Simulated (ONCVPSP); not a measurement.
# Pseudopotential generation for tungsten: ONCV, PBE

Do these settings give a usable potential? It is generated, then checked for transferability, scattering, ghosts and hardness.

The numbers are computed with ONCVPSP 4.0.1.1 (patched build) (PBE, scalar-relativistic, spin-unpolarised reference atom).

## 1. The atom and the settings

The settings as typed:

```
element                 : tungsten (W, Z = 74)
type                    : optimised norm-conserving Vanderbilt (ONCV)
frozen core             : [Kr] 4d10
valence charge          : 28
reference configuration : 4f13.5 5s2 5p6 5d4.5 6s2
partial waves           : 5s+6s: rc 1.95 bohr, ncon 5, nbas 8, qcut 7.8 1/bohr, 2 projectors; 5p: rc 1.65 bohr, ncon 4, nbas 8, qcut 10.4 1/bohr, 1 projector; 5d: rc 2.45 bohr, ncon 4, nbas 9, qcut 7.6 1/bohr, 1 projector; 4f: rc 0.60 bohr, ncon 4, nbas 8, qcut 33.9 1/bohr, local
local potential         : the f channel
core correction         : polynomial model core, fcfact 0.65
```

## 2. The generation run

W.dat

```
# ATOM AND REFERENCE CONFIGURATION
# atsym  z   nc   nv     iexc    psfile
  W 74.00    9    5        4      upf
#
#   n    l    f
    1    0    2.00
    2    0    2.00
    2    1    6.00
    3    0    2.00
    3    1    6.00
    3    2   10.00
    4    0    2.00
    4    1    6.00
    4    2   10.00
    4    3   13.50
    5    0    2.00
    5    1    6.00
    5    2    4.50
    6    0    2.00
#
# PSEUDOPOTENTIAL AND OPTIMIZATION
# lmax
    3
#
#   l,   rc,      ep,       ncon, nbas, qcut
    0    1.95    0.00    5    8    7.80
    1    1.65    0.00    4    8   10.40
    2    2.45    0.00    4    9    7.60
    3    0.60    0.00    4    8   33.90
#
# LOCAL POTENTIAL
# lloc, lpopt,  rc(5),   dvloc0
    3    5    0.60    0.00
#
# VANDERBILT-KLEINMAN-BYLANDER PROJECTORs
# l, nproj, debl
    0    2    1.00
    1    1    2.70
    2    1    3.80
    3    0    3.70
#
# MODEL CORE CHARGE
# icmod, fcfact, rcfact
    1    0.65    0.00
#
# LOG DERIVATIVE ANALYSIS
# epsh1, epsh2, depsh
   -4.00    5.00    0.02
#
# OUTPUT GRID
# rlmax, drl
    6.00    0.01
#
# TEST CONFIGURATIONS
# ncnf
    4
# nvcnf
#   n    l    f
    5
    4    3   14.00
    5    0    2.00
    5    1    6.00
    5    2    4.00
    6    0    2.00
#
    5
    4    3   14.00
    5    0    2.00
    5    1    6.00
    5    2    4.00
    6    0    1.00
#
    5
    4    3   14.00
    5    0    2.00
    5    1    6.00
    5    2    4.00
    6    0    0.00
#
    5
    4    3   14.00
    5    0    2.00
    5    1    6.00
    5    2    5.00
    6    0    1.00
#
```

The run is started by

```console
$ oncvpsp.x < W.dat > W.out
```

Q: Predict the outcome of this session. Wanted: cutoffs for 1 and 0.1 mHa per electron, occupied waves; bound ghosts; GHOST(+) flags; largest miss of a reference level; largest test error; largest phase difference near zero energy, channels read; rms error of d²Exc/dn², without and with the model core.

As calculated:

| quantity | value |
| --- | --- |
| cutoffs for 1 and 0.1 mHa per electron, occupied waves | 411 Ha and 460 Ha |
| bound ghosts | s at -2489.77 eV, s at -364.07 eV, p at -1694.83 eV, d at -696.70 eV |
| GHOST(+) flags | p at 18 eV |
| largest miss of a reference level | 16 meV (4f) |
| largest test error (AE − PS) | -97 meV, for 4f14 5s2 5p6 5d4 6s2 |
| largest phase difference near zero energy, channels read | 0.181 rad |
| rms error of d²Exc/dn², without and with the model core | 5.33 and 1.17 mHa |

In words: A bound ghost (s, p, d) makes it unfit for use: electrons can fall into a state that the atom doesn't have. By total energies transferability is fair: the largest error is 97 meV on 15.4 eV, for 4f14 5s2 5p6 5d4 6s2. It counts as very hard, with 411 Ha needed at the looser tolerance. At the looser tolerance the 4f wave is the slowest; 5p needs 30 Ha. Of the channels read, p scatters worst near zero energy, by up to 0.18 rad. The program also flags highly localised states, GHOST(+) (p). These are tests on the free atom; a crystal test is still owed.
